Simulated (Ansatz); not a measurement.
# W: the cost of one run

Method: DFT PBEsol, scalar-relativistic, plane waves, PAW, in Ansatz 0.2.0.

3 further runs of the same task are left out: 3 set aside as unsound or not needed.

## (1) Starting point

The structure is cubic, space group Fm-3m (No. 225). The conventional cell has a = 4.176 Å, b = 4.176 Å, c = 4.176 Å, α = 90.00°, β = 90.00°, γ = 90.00°. Around Ta (site symmetry m-3m) lie 12 Ta at 2.95 Å.

Structure file:

```
CELL_PARAMETERS angstrom
0.00000 2.08780 2.08780
2.08780 0.00000 2.08780
2.08780 2.08780 0.00000
ATOMIC_POSITIONS crystal
Ta 0.00000 0.00000 0.00000
```

This cell was relaxed beforehand with the same method: volume 18.20 Å³/atom, gap on the mesh none (metal).

## (2) The film's bulk: W

Relaxed beforehand at this level: -10256.0707 eV/atom, gap on the mesh none (metal).

```cif
data_structure
_symmetry_space_group_name_H-M 'Fm-3m'
_symmetry_Int_Tables_number 225
_cell_length_a 3.9980
_cell_length_b 3.9980
_cell_length_c 3.9980
_cell_angle_alpha 90.000
_cell_angle_beta 90.000
_cell_angle_gamma 90.000
_cell_volume 63.90
loop_
_atom_site_label
_atom_site_type_symbol
_atom_site_symmetry_multiplicity
_atom_site_Wyckoff_symbol
_atom_site_fract_x
_atom_site_fract_y
_atom_site_fract_z
_atom_site_occupancy
W1 W 4 a 0.00000 0.00000 0.00000 1
```

The bulk reference of Ta, the base, comes from a run made before at the same settings: -9806.2337 eV/atom.

## (3) W strained to the base's plane

The (100) plane of W is fitted to the (100) plane of Ta, a strain of +4.4 % along x and +4.4 % along y; the third vector and the atoms relax.

input.yaml

```yaml
crystal:
  lattice:
    - [2.9525883348, 0.0, 0.0]
    - [0.0, 2.9525883348, 0.0]
    - [1.4762941674, 1.4762941674, 1.8974076252]
  atoms:
    - { symbol: W, position: [0.0, 0.0, 0.0] }
basis:
  ecutwfc: 420
kpoints:
  mp_grid: { grid: [12, 12, 18] }
hamiltonian:
  xc: pbesol
scf:
  occupations: { method: gaussian, width: 0.1 }
output:
  forces: true
  stress: true
  eigenvalues: true
relax:
  adjacent_minimum: "off"
  f_tol: 0.01
  max_steps: 50
  cell: { fix: [a, b, gamma], stress_tol: 0.1 }
```

Command:

```sh
ansatz run input.yaml --threads 2 --pin off --max-ram 5120MiB --backend cpu --events-out ev --progress --plain --runs-dir out
```

**Question.** How long does this run take on 2 threads of Intel Xeon Platinum 8488C (Sapphire Rapids), shared host, and how much memory does it need?

About 17 s, with a peak of 0.51 GiB.
